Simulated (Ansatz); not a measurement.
# F6SiSn: the cost of one run

The runs use Ansatz 0.2.0, Gaussian basis; the settings change from run to run.

### Step 1. The relaxed structure

An earlier PBE0-D4 in a triple-zeta def2 set relaxation fixed the geometry. Sn takes a core potential in def2 sets; no spin-orbit term is included.

SMILES `F[Si](F)(F)[Sn]([F])([F])[F]`, 8 atoms, charge 0, spin multiplicity 1.

Atoms are counted from 1 here; the program's logs count them from 0.

Bond lengths: F1–Si2 1.567 Å, Si2–F3 1.567 Å, Si2–F4 1.567 Å, Si2–Sn5 2.562 Å, Sn5–F6 1.894 Å, Sn5–F7 1.894 Å, Sn5–F8 1.894 Å. Angles: F1–Si2–F3 109.6°, F1–Si2–F4 109.6°, F1–Si2–Sn5 109.3°, F3–Si2–F4 109.6°, F3–Si2–Sn5 109.3°, F4–Si2–Sn5 109.3°, Si2–Sn5–F6 113.8°, Si2–Sn5–F7 113.8°, Si2–Sn5–F8 113.8°, F6–Sn5–F7 104.8°, F6–Sn5–F8 104.8°, F7–Sn5–F8 104.8°.

### Step 2. PBE0-DH/def2-mTZVPP

in.yaml

```yaml
crystal:
  periodic: [false, false, false]
  atoms:
    - {symbol: F, position_ang: [-2.287814, 0.272382, 0.625041]}
    - {symbol: Si, position_ang: [-0.808602, 0.054142, 1.093342]}
    - {symbol: F, position_ang: [-0.702764, -1.288077, 1.894741]}
    - {symbol: F, position_ang: [-0.363356, 1.248170, 2.004968]}
    - {symbol: Sn, position_ang: [0.721292, -0.060700, -0.958997]}
    - {symbol: F, position_ang: [0.684144, 1.503372, -2.027061]}
    - {symbol: F, position_ang: [2.550283, -0.315288, -0.536652]}
    - {symbol: F, position_ang: [0.299017, -1.471102, -2.150982]}
basis:
  gaussian: {orbitals: def2-mTZVPP}
hamiltonian: {xc: {name: PBE0-DH}}
output: {forces: true}
```

The run is started by

```
$ ansatz run in.yaml --threads 8 --pin off --events-out ev --progress --plain --max-ram 18278MiB
```

What time and memory should one allow on 8 threads of Arm Neoverse V2, shared host?

About 9 s, with a peak of 0.81 GiB.
